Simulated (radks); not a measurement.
**The Coulomb parameter U of the 4d shell of Zr²⁺**

Aim: U as the second difference [E(n + 0.5) + E(n − 0.5) − 2E(n)]/0.5², with all orbitals relaxed. Bare: the atom's charge changes with n. Screened: the 5s shell takes up the change. The start is a model configuration, not necessarily the ground state.

The numbers are computed with radks (a radial shooting solver on a logarithmic mesh, Libxc functionals) version 1 (Dirac Kohn-Sham, PBE, spin-unpolarised, spherical densities, finite nucleus; open shells are shared between the two j in proportion to 2j + 1), except any that are marked as measured or tabulated.

## Step 1: What is computed

* element: zirconium (Z = 40)
* charge: +2
* electrons: 38
* configuration: [Kr] 4d1 5s1
* nuclear rms radius: 4.2694 fm

The outer shells:

Zr²⁺
```
[Kr] core
4d [↑ ][  ][  ][  ][  ]
5s [↑ ]
```

## Step 2: Start: [Kr] 4d1 5s1

Input:

```text
Z 40
configuration [Kr] 4d1 5s1
relativity Dirac
functional pbe,pbe
spin unpolarised
j_filling average
nucleus finite rms 4.2694 fm
c 137.035999084
```

## Step 3: Bare +0.5: [Kr] 4d1.5 5s1

Settings, as their differences from step 2:

```diff
@@ -1,3 +1,3 @@
 Z 40
-configuration [Kr] 4d1 5s1
+configuration [Kr] 4d1.5 5s1
 relativity Dirac
```

## Step 4: Bare -0.5: [Kr] 4d0.5 5s1

Settings, as their differences from step 3:

```diff
@@ -1,3 +1,3 @@
 Z 40
-configuration [Kr] 4d1.5 5s1
+configuration [Kr] 4d0.5 5s1
 relativity Dirac
```

## Step 5: Screened +0.5: [Kr] 4d1.5 5s0.5

Settings, as their differences from step 4:

```diff
@@ -1,3 +1,3 @@
 Z 40
-configuration [Kr] 4d0.5 5s1
+configuration [Kr] 4d1.5 5s0.5
 relativity Dirac
```

## Step 6: Screened -0.5: [Kr] 4d0.5 5s1.5

Settings, as their differences from step 5:

```diff
@@ -1,3 +1,3 @@
 Z 40
-configuration [Kr] 4d1.5 5s0.5
+configuration [Kr] 4d0.5 5s1.5
 relativity Dirac
```

Before running it: what results should come out?

As calculated:

| quantity | value (eV) |
| --- | --- |
| U, bare | 10.626 |
| U, screened by 5s | 1.118 |

What this shows: Letting 5s compensate leaves 11 % of the bare value; this second difference measures U(4d,4d) + U(5s,5s) − 2U(4d,5s). A solid screens further than the bare atom, so the bare value is an upper guide for the U of a crystal.
